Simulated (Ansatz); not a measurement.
Sc, space group P6_3/mmc, relaxations under a series of pressures

Computed with Ansatz 0.2.0, Python API.

Typed at the interpreter:
```pycon
>>> import ansatz as az
>>> import numpy as np
>>> def edges_and_angles(cell):
...     cell = np.asarray(cell)
...     a, b, c = np.linalg.norm(cell, axis=1)
...     cosines = cell[1] @ cell[2] / (b * c), cell[0] @ cell[2] / (a * c), cell[0] @ cell[1] / (a * b)
...     return (a, b, c, *np.degrees(np.arccos(cosines)))
...
>>> vectors = np.array([
...     [3.309, 0.0, 0.0],
...     [-1.6545, 2.865678, 0.0],
...     [0.0, 0.0, 5.2733],
... ])
>>> sc = (
...     az.Lattice.of(vectors)
...     .atom("Sc", (1 / 3, 2 / 3, 0.25))
...     .atom("Sc", (2 / 3, 1 / 3, 0.75))
... )
>>> sc.resolved().sites[-1]
Site(symbol='Sc', position=(0.6666666666666666, 0.3333333333333333, 0.75), moment=None, axis=None, held=None, saved=None)
>>> setup = (
...     sc.calculation()
...     .functional("r2scan")
...     .pseudopotentials("paw")
...     .basis(650)
...     .kpoints(10, 10, 6)
...     .occupations("cold", width=0.15)
... )
>>> # H = F + PV, with 1 GPa A^3 = 1/160.21766 eV
>>> rows = []
>>> for pressure in [0, 10, 20, 30, 40]:
...     out = setup.relax(cell=True, pressure=pressure, max_steps=30).run(threads=1, pin="off")
...     cell = out.lattice.cell_ang
...     n_atoms = len(out.lattice.sites)
...     volume = abs(np.linalg.det(cell)) / n_atoms
...     enthalpy = out.report["free_energy_ev"] / n_atoms + pressure * volume / 160.21766
...     rows.append((pressure, volume, enthalpy, *edges_and_angles(cell)))
...     print(f"{pressure} GPa done: {volume:.4f} A^3/atom")
...
0 GPa done: 24.8842 A^3/atom
10 GPa done: 21.5058 A^3/atom
20 GPa done: 19.3832 A^3/atom
30 GPa done: 17.8879 A^3/atom
40 GPa done: 16.7146 A^3/atom
>>> print(" P (GPa)  V (A^3/atom)  H (eV/atom)     a       b       c")
 P (GPa)  V (A^3/atom)  H (eV/atom)     a       b       c
>>> for row in rows:
...     print("{:8.1f} {:12.4f} {:14.5f} {:7.4f} {:7.4f} {:7.4f}".format(*row[:6]))
...
     0.0      24.8842    -2140.57319  3.3295  3.3295  5.1840
    10.0      21.5058    -2139.13518  3.1865  3.1865  4.8913
    20.0      19.3832    -2137.86333  3.0919  3.0919  4.6823
    30.0      17.8879    -2136.70249  3.0213  3.0213  4.5254
    40.0      16.7146    -2135.62369  2.9603  2.9603  4.4047
>>> p, v = np.array([row[0] for row in rows], float), np.array([row[1] for row in rows])
>>> print("mean bulk modulus between rows (GPa):", np.round(-np.diff(p) / np.diff(np.log(v)), 1))
mean bulk modulus between rows (GPa): [ 68.5  96.2 124.6 147.4]
```

The volume falls from 24.88 Å³ an atom at 0 GPa to 16.71 at 40 GPa, by 32.8 %. Between 0 and 10 GPa, -V dP/dV is about 69 GPa, a mean over that step.

Total energies depend on the potentials; only differences at equal settings carry meaning. At a fixed pressure a relaxation lowers the enthalpy F + PV, while F alone can rise. Symmetry holds the cell in this phase, whether or not it is the stable one at each pressure. Timing: 3.1 min on 1 thread of Arm Neoverse V2 (shared host), peak memory 0.63 GiB.
